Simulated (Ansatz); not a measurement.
**MgB2 (P6/mmm): equation of state**

One table from this session's results is given with a row withheld; the runs are named, their logs left out.

Method: DFT PBE, scalar-relativistic, plane waves, PAW, in Ansatz 0.2.0.

**Starting point**

It takes space group P6/mmm (No. 191, hexagonal). The conventional cell has a = 3.077 Å, b = 3.077 Å, c = 3.520 Å, α = 90.00°, β = 90.00°, γ = 120.00°. Mg (site symmetry 6/mmm) is surrounded by 12 B at 2.50 Å. Around B (site symmetry -6m2) lie 3 B at 1.78 Å and 6 Mg at 2.50 Å.

Structure file:

```
CELL_PARAMETERS angstrom
3.07679 0.00000 0.00000
-1.53839 2.66457 0.00000
0.00000 0.00000 3.51970
ATOMIC_POSITIONS crystal
Mg 0.00000 0.00000 0.00000
B 0.33333 0.66667 0.50000
B 0.66667 0.33333 0.50000
```

An earlier run at PBE left this cell at 9.619 Å³/atom and 0.00 GPa (14×14×12 mesh).

Volume factors to run: 0.980, 1.020, 0.960, 1.040.

Set-up of the first run:

Contents of input.yaml:

```yaml
crystal:
  lattice:
    - [3.0561357655, 0.0, 0.0]
    - [-1.5280678827, 2.6466912103, 0.0]
    - [0.0, 0.0, 3.4960740986]
  atoms:
    - { symbol: Mg, position: [0.0, 0.0, 0.0] }
    - { symbol: B, position: [0.3333333333, 0.6666666667, 0.5] }
    - { symbol: B, position: [0.6666666667, 0.3333333333, 0.5] }
basis:
  ecutwfc: 420
  ecutrho_ratio: 4
kpoints:
  mp_grid: { grid: [14, 14, 12] }
hamiltonian:
  xc: pbe
scf:
  occupations: { method: gaussian, width: 0.05 }
output:
  forces: true
  stress: true
  eigenvalues: true
relax:
  f_tol: 0.01
  max_steps: 40
  cell: { stress_tol: 0.1, fix: [volume] }
```

Run with:

```bash
$ ansatz run input.yaml --threads 1 --pin off --max-ram 2560MiB --backend cpu --events-out ev --progress --plain --runs-dir out
```

Steps of the session up to this table: Scaling the volume by 0.980; Volume × 1.020; Scaling the volume by 0.960; Scaling the volume by 1.040.

One of the session's tables, all rows but one given; the rest of the session is left out.

It belongs to the step «The fit». 

```
volume (Å³/atom)  energy (meV/atom)  pressure (GPa)
           9.234               7.34            6.32
           9.426               1.77            3.00
           9.619               0.00            0.00
           9.811                  ?               ?
          10.003               6.49           -5.24
```

**Question.** Estimate the row for volume (Å³/atom) = 9.811.

Worked estimate for «energy (meV/atom)». A straight line through the neighbours (9.619, 0.00) and (10.003, 6.49) gives 0.00 + (6.49 − 0.00) × (9.811 − 9.619) / (10.003 − 9.619) = 3.25; a parabola fitted to 3 rows on both sides gives 1.58.

The run gave: energy (meV/atom): 1.67; pressure (GPa): -2.74. In «energy (meV/atom)» the line misses by +1.58 and the parabola by -0.09.
